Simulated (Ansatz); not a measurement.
# Pb2Se: the cost of one run

Computed with Ansatz 0.2.0 (DFT PBE, scalar-relativistic, plane waves, PAW, unless a step's input says otherwise).

The COD entry's cell or inner coordinates are ideal or old and differ from later refinements, so a difference from it is no clean test against experiment.

**1. The starting structure**

Symmetry: Pn-3m, No. 224, cubic system. Conventional cell: a = 5.833 Å, b = 5.833 Å, c = 5.833 Å, α = 90.00°, β = 90.00°, γ = 90.00°. Pb (site symmetry -3m) is surrounded by 2 Se at 2.53 Å. Se (site symmetry -43m) is surrounded by 4 Pb at 2.53 Å.

Coordinates:

```
Pb Se
1.0
     5.83252    0.00000    0.00000
     0.00000    5.83252    0.00000
     0.00000    0.00000    5.83252
Pb Se
4 2
Cartesian
  1.4581 1.4581 1.4581
  1.4581 4.3744 4.3744
  4.3744 4.3744 1.4581
  4.3744 1.4581 4.3744
  0.0000 0.0000 0.0000
  2.9163 2.9163 2.9163
```

This is candidate A: cuprite type (Pn-3m, No. 224).

(A quick probe on a coarse mesh, which set the mesh and smearing, is not shown.)

**3. Coarse relaxation (candidate A)**

Input file input.yaml:

```yaml
crystal:
  lattice:
    - [5.8325206239, 0.0, 0.0]
    - [0.0, 5.8325206239, 0.0]
    - [0.0, 0.0, 5.8325206239]
  atoms:
    - { symbol: Pb, position: [0.25, 0.25, 0.25] }
    - { symbol: Pb, position: [0.25, 0.75, 0.75] }
    - { symbol: Pb, position: [0.75, 0.75, 0.25] }
    - { symbol: Pb, position: [0.75, 0.25, 0.75] }
    - { symbol: Se, position: [0.0, 0.0, 0.0] }
    - { symbol: Se, position: [0.5, 0.5, 0.5] }
basis:
  ecutwfc: 420
kpoints:
  mp_grid: { grid: [4, 4, 4] }
hamiltonian:
  xc: pbe
scf:
  occupations: { method: gaussian, width: 0.1 }
  lower_state_search: "off"
output:
  forces: true
  stress: true
  eigenvalues: true
relax:
  adjacent_minimum: "off"
  f_tol: 0.04
  max_steps: 70
  cell: { stress_tol: 0.4 }
```

Command:

```
> ansatz run input.yaml --threads 1 --pin off --max-ram 2560MiB --backend cpu --events-out ev --progress --plain --runs-dir out
```

**Question.** How long does this run take on 1 thread of Arm Neoverse V1, shared host, and how much memory does it need?

About 46 s, with a peak of 0.52 GiB.
